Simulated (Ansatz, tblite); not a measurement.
# The cluster Si20AsH28−: removing an electron

One table from this session's results is given with a row withheld; the runs are named, their logs left out.

Method: as each input shows; program: Ansatz 0.2.0, Gaussian basis.

Plan: charge 0 doublet, at the geometry of the singlet (PBE0-D4/def2-SVP, PBE-D4/def2-SVP, r2SCAN-D4/def2-SVP, HSE06-D4/def2-SVP, BLYP-D4/def2-SVP, CAM-B3LYP-D4/def2-SVP, LC-ωPBE(0.10)/def2-SVP, LC-ωPBE(0.15)/def2-SVP, LC-ωPBE(0.20)/def2-SVP, LC-ωPBE(0.30)/def2-SVP); the starting singlet's energies come from earlier runs.

## The structure

The singlet was relaxed beforehand with PBE-D4/def2-SVP.

49 atoms, charge -1, spin multiplicity 1.

Atoms are counted from 1 here; the program's logs count them from 0.

Bond lengths: As1–Si14 2.409 Å, As1–H22 1.558 Å, As1–H23 1.541 Å, Si2–Si9 2.364 Å, Si2–Si15 2.367 Å, Si2–H24 1.501 Å, Si2–H25 1.526 Å, Si3–Si14 2.351 Å, Si3–Si16 2.358 Å, Si3–H26 1.515 Å, Si3–H27 1.517 Å, Si4–Si14 2.351 Å, Si4–Si17 2.352 Å, Si4–H28 1.514 Å, Si4–H29 1.515 Å, Si5–Si17 2.363 Å, Si5–Si18 2.368 Å, Si5–H30 1.538 Å and more. Angles: Si14–As1–H22 90.7°, Si14–As1–H23 92.8°, H22–As1–H23 90.3°, Si9–Si2–Si15 106.8°, Si9–Si2–H24 118.7°, Si9–Si2–H25 103.3°, Si15–Si2–H24 118.0°, Si15–Si2–H25 101.1°, H24–Si2–H25 106.6°, Si14–Si3–Si16 117.0°, Si14–Si3–H26 110.2°, Si14–Si3–H27 106.2°, Si16–Si3–H26 109.1°, Si16–Si3–H27 107.7°, H26–Si3–H27 105.9°, Si14–Si4–Si17 106.1°, Si14–Si4–H28 108.2°, Si14–Si4–H29 110.3° and more.

The ion is computed in the gas phase, without counter-ions or solvent.

The first run:

in.yaml reads:

```yaml
crystal:
  periodic: [false, false, false]
  atoms:
    - {symbol: As, position_ang: [-4.092851, -1.800894, -1.064416]}
    - {symbol: Si, position_ang: [-2.762714, 2.384376, -0.461632]}
    - {symbol: Si, position_ang: [-1.672511, -0.503525, -3.887891]}
    - {symbol: Si, position_ang: [-0.740009, -3.655465, -1.918464]}
    - {symbol: Si, position_ang: [-1.172521, -0.661566, 0.440068]}
    - {symbol: Si, position_ang: [1.783476, -3.610226, 0.889085]}
    - {symbol: Si, position_ang: [1.643025, -0.821221, -1.762447]}
    - {symbol: Si, position_ang: [1.565013, -0.906783, 3.519310]}
    - {symbol: Si, position_ang: [-0.749111, 2.480618, -1.695599]}
    - {symbol: Si, position_ang: [-0.584092, 4.738715, 1.224168]}
    - {symbol: Si, position_ang: [1.848865, 1.799496, 1.026241]}
    - {symbol: Si, position_ang: [-1.230006, 1.677456, 3.244124]}
    - {symbol: Si, position_ang: [4.447598, -0.928626, 0.895649]}
    - {symbol: Si, position_ang: [-2.525575, -2.401202, -2.792356]}
    - {symbol: Si, position_ang: [-2.262756, 3.150866, 1.721731]}
    - {symbol: Si, position_ang: [0.117048, 0.623127, -2.844278]}
    - {symbol: Si, position_ang: [0.368845, -2.243548, -0.399261]}
    - {symbol: Si, position_ang: [0.273680, 0.361096, 2.012286]}
    - {symbol: Si, position_ang: [3.077929, -2.239402, 2.296212]}
    - {symbol: Si, position_ang: [3.116054, 0.473319, -0.450158]}
    - {symbol: Si, position_ang: [0.795866, 3.486688, -0.219521]}
    - {symbol: H, position_ang: [-5.111441, -2.852832, -1.595761]}
    - {symbol: H, position_ang: [-3.521486, -2.839992, -0.080810]}
    - {symbol: H, position_ang: [-3.634128, 1.169881, -0.599148]}
    - {symbol: H, position_ang: [-3.565978, 3.560410, -1.008679]}
    - {symbol: H, position_ang: [-2.786206, 0.485329, -4.165413]}
    - {symbol: H, position_ang: [-1.189403, -0.978570, -5.245404]}
    - {symbol: H, position_ang: [-1.312469, -4.879045, -1.234404]}
    - {symbol: H, position_ang: [0.145525, -4.160384, -3.039353]}
    - {symbol: H, position_ang: [-1.866747, -1.519657, 1.511198]}
    - {symbol: H, position_ang: [0.954818, -4.547803, 1.740028]}
    - {symbol: H, position_ang: [2.695117, -4.485028, 0.051555]}
    - {symbol: H, position_ang: [2.450656, -1.512934, -2.842419]}
    - {symbol: H, position_ang: [0.692219, -1.837387, 4.333666]}
    - {symbol: H, position_ang: [2.330409, -0.053410, 4.510863]}
    - {symbol: H, position_ang: [-0.984352, 3.516951, -2.783895]}
    - {symbol: H, position_ang: [-1.145657, 5.956731, 0.524849]}
    - {symbol: H, position_ang: [0.140708, 5.221856, 2.459008]}
    - {symbol: H, position_ang: [2.774954, 2.421466, 2.051612]}
    - {symbol: H, position_ang: [-2.267179, 0.791648, 3.898559]}
    - {symbol: H, position_ang: [-0.617985, 2.518566, 4.345830]}
    - {symbol: H, position_ang: [5.311539, -1.843052, 0.053279]}
    - {symbol: H, position_ang: [5.394136, -0.084917, 1.722667]}
    - {symbol: H, position_ang: [-3.281002, -3.189119, -3.845860]}
    - {symbol: H, position_ang: [-3.475292, 3.828299, 2.326430]}
    - {symbol: H, position_ang: [0.888027, 1.271887, -3.984686]}
    - {symbol: H, position_ang: [3.969110, -3.056535, 3.212258]}
    - {symbol: H, position_ang: [4.013534, 1.326151, -1.324498]}
    - {symbol: H, position_ang: [1.812920, 4.327792, -0.959725]}
basis:
  gaussian: {orbitals: def2-SVP, fitting: {mean_field: def2-universal-jkfit}}
magnetization: {spin_polarized: true, initial_magnetization: 1}
hamiltonian: {xc: pbe0, dispersion: d4}
scf: {omitted_lower_state_checks: [starts]}
output: {orbitals: {seedname: orbitals}}
```

Command:

```console
$ ansatz run in.yaml --threads 2 --pin off --events-out ev --progress --plain --max-ram 20480MiB --backend cuda --devices 0, --max-vram 18GiB
```

Steps of the session up to this table: Charge 0 doublet at the fixed geometry, PBE0-D4/def2-SVP; Charge 0 doublet at the fixed geometry, PBE-D4/def2-SVP; Charge 0 doublet at the fixed geometry, r2SCAN-D4/def2-SVP; Charge 0 doublet at the fixed geometry, HSE06-D4/def2-SVP; Charge 0 doublet at the fixed geometry, BLYP-D4/def2-SVP; Charge 0 doublet at the fixed geometry, CAM-B3LYP-D4/def2-SVP; Charge 0 doublet at the fixed geometry, LC-ωPBE(0.10)/def2-SVP; Charge 0 doublet at the fixed geometry, LC-ωPBE(0.15)/def2-SVP; Charge 0 doublet at the fixed geometry, LC-ωPBE(0.20)/def2-SVP; Charge 0 doublet at the fixed geometry, LC-ωPBE(0.30)/def2-SVP.

One of the session's tables, all rows but one given; the rest of the session is left out.

Beside −ε(HOMO) of the starting state:

| level | −ε(HOMO) (eV) | by difference (eV) | mismatch (eV) |
| --- | --- | --- | --- |
| PBE-D4/def2-SVP | 1.92 | 3.69 | -1.77 |
| BLYP-D4/def2-SVP | 1.71 | 3.60 | -1.89 |
| r2SCAN-D4/def2-SVP | 2.08 | 3.67 | -1.60 |
| PBE0-D4/def2-SVP | ? | ? | ? |
| HSE06-D4/def2-SVP | 2.35 | 3.76 | -1.41 |
| CAM-B3LYP-D4/def2-SVP | 3.64 | 3.73 | -0.09 |

Q: Estimate the row for PBE0-D4/def2-SVP from the others.

The run gave: −ε(HOMO) (eV): 2.71; by difference (eV): 3.76; mismatch (eV): -1.05. In the column «−ε(HOMO) (eV)» it lies between HSE06-D4/def2-SVP (2.35) and CAM-B3LYP-D4/def2-SVP (3.64).
